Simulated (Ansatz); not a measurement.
# TaTe: the cost of one run

Method: DFT PBE, scalar-relativistic, plane waves, PAW, in Ansatz 0.2.0.

1 further run of the same task is left out (it didn't finish). Runs told in other sessions of the task aren't counted.

### 1 Starting point

Symmetry: F-43m, No. 216, cubic system. Conventional cell: a = 6.320 Å, b = 6.320 Å, c = 6.320 Å, α = 90.00°, β = 90.00°, γ = 90.00°. Ta (site symmetry -43m) has 4 Te at 2.74 Å in its first shell of neighbours. Around Te (site symmetry -43m) lie 4 Ta at 2.74 Å.

As a file:

```cif
data_structure
_symmetry_space_group_name_H-M 'P 1'
_symmetry_Int_Tables_number 1
_cell_length_a 4.4688
_cell_length_b 4.4688
_cell_length_c 4.4688
_cell_angle_alpha 60.000
_cell_angle_beta 60.000
_cell_angle_gamma 60.000
_cell_volume 63.10
loop_
_atom_site_label
_atom_site_type_symbol
_atom_site_fract_x
_atom_site_fract_y
_atom_site_fract_z
_atom_site_occupancy
Ta1 Ta 0.00000 0.00000 0.00000 1
Te1 Te 0.25000 0.25000 0.25000 1
```

An earlier run at PBE left this cell at 31.552 Å³/atom and 0.00 GPa (10×10×10 mesh).

The changes: atom 2 (Te) moved 0.02 Å along z; atom 2 (Te) moved 0.12 Å along x; strain e3 = +0.03, atoms carried along; strain e6 = +0.02, atoms carried along; all atoms moved at random (σ = 0.06 Å), cell strained at random (1 %); all atoms moved at random (σ = 0.03 Å), cell strained at random (1 %).

### 2 Atom 2 (Te) moved 0.02 Å along z

Input file input.yaml:

```yaml
crystal:
  lattice:
    - [0.0, 3.1599278669, 3.1599278669]
    - [3.1599278669, 0.0, 3.1599278669]
    - [3.1599278669, 3.1599278669, 0.0]
  atoms:
    - { symbol: Ta, position: [0.0, 0.0, 0.0], spin: 1.39 }
    - { symbol: Te, position: [0.2531646292, 0.2531646292, 0.2468353708] }
basis:
  ecutwfc: 420
  ecutrho_ratio: 4
kpoints:
  mp_grid: { grid: [10, 10, 10] }
hamiltonian:
  xc: pbe
scf:
  occupations: { method: gaussian, width: 0.05 }
  lower_state_search: "off"
output:
  forces: true
  stress: true
  eigenvalues: true
  populations: true
  write_density: true
  write_potential: true
  elf: true
  volumetric_format: npy
magnetization:
  spin_polarized: true
checkpoint:
  read: start.run
  write: ck
  compress: false
  write_wavefunctions: false
  write_every: 100000
```

start.run holds the converged state of the cell before the atoms were moved.

The run is started by

```console
ansatz run input.yaml --threads 2 --pin off --max-ram 2662MiB --backend cpu --events-out ev --progress --plain --runs-dir out
```

What time and memory should one allow on 2 threads of Arm Neoverse N1, shared host?

About 45 s, with a peak of 0.64 GiB.
